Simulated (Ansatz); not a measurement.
Crystal: Ba2Tl5V3O12.

```
Ba V Tl O
1.0
     8.15421    0.00000    0.00000
    -4.07711    7.06176    0.00000
     0.00000    0.00000    6.92128
Ba V Tl O
2 3 5 12
Direct
  0.00000 0.00000 0.23552
  0.00000 0.00000 0.76448
  0.50000 0.00000 0.00000
  0.00000 0.50000 0.00000
  0.50000 0.50000 0.00000
  0.50000 0.00000 0.50000
  0.00000 0.50000 0.50000
  0.50000 0.50000 0.50000
  0.33333 0.66667 0.22489
  0.66667 0.33333 0.77511
  0.33890 0.34334 0.81444
  0.65666 0.99556 0.81444
  0.00444 0.66110 0.81444
  0.34334 0.33890 0.18556
  0.99556 0.65666 0.18556
  0.66110 0.00444 0.18556
  0.66110 0.65666 0.18556
  0.34334 0.00444 0.18556
  0.99556 0.33890 0.18556
  0.65666 0.66110 0.81444
  0.00444 0.34334 0.81444
  0.33890 0.99556 0.81444
```

The cell was built by a generator and needn't be a form met in nature.

Base run:

| Property | Result |
| --- | --- |
| Program | Ansatz 0.2.0 |
| Functional | PBE |
| Potentials or basis | all-electron LAPW, scalar-relativistic |
| Cutoff | 421 eV |
| Density cutoff | 1686 eV |
| Basis error allowed | 0.003 eV/atom |
| k mesh | 3 × 3 × 3 |
| Occupations | fermi-dirac, width 0.05 eV |
| Spin | collinear spin, ferromagnetic start |
| Starting moments | [0.0, 0.0, 2.0, 2.0, 2.0, 0.0, 0.0, 0.0, 0.0, 0.0, 0.0, 0.0, 0.0, 0.0, 0.0, 0.0, 0.0, 0.0, 0.0, 0.0, 0.0, 0.0] μB |
| Hubbard terms | V d U = 3 eV |

Its results: band gap on the k mesh none (metal or under the smearing width); pressure 1.4 GPa; net moment 1.38 μB per cell; largest force 0.549 eV/Å.

**Question.** The run is repeated on the same cell with these changes: potentials or basis from all-electron LAPW, scalar-relativistic to all-electron PAW datasets made for the crystal; hubbard terms from V d U = 3 eV to none. What comes out?

**Answer.** Band gap on the k mesh none (metal or under the smearing width); pressure 0.1 GPa; net moment 0.00 μB per cell; largest force 0.020 eV/Å.

Caveats: the k mesh is thin for a metal, which can move the energy by tens of meV per atom; the magnetic state may not be the lowest (some runs); U is the effective U less J, on atomic orbitals that reach past the spheres (some runs); the program warned that the printed levels may be off, so bands, gaps and densities of states are rough (some runs); semilocal functionals often make such compounds metallic where correlation or magnetic order opens a gap, which also shifts bond lengths (some runs).

Not every run made on this cell is shown here.
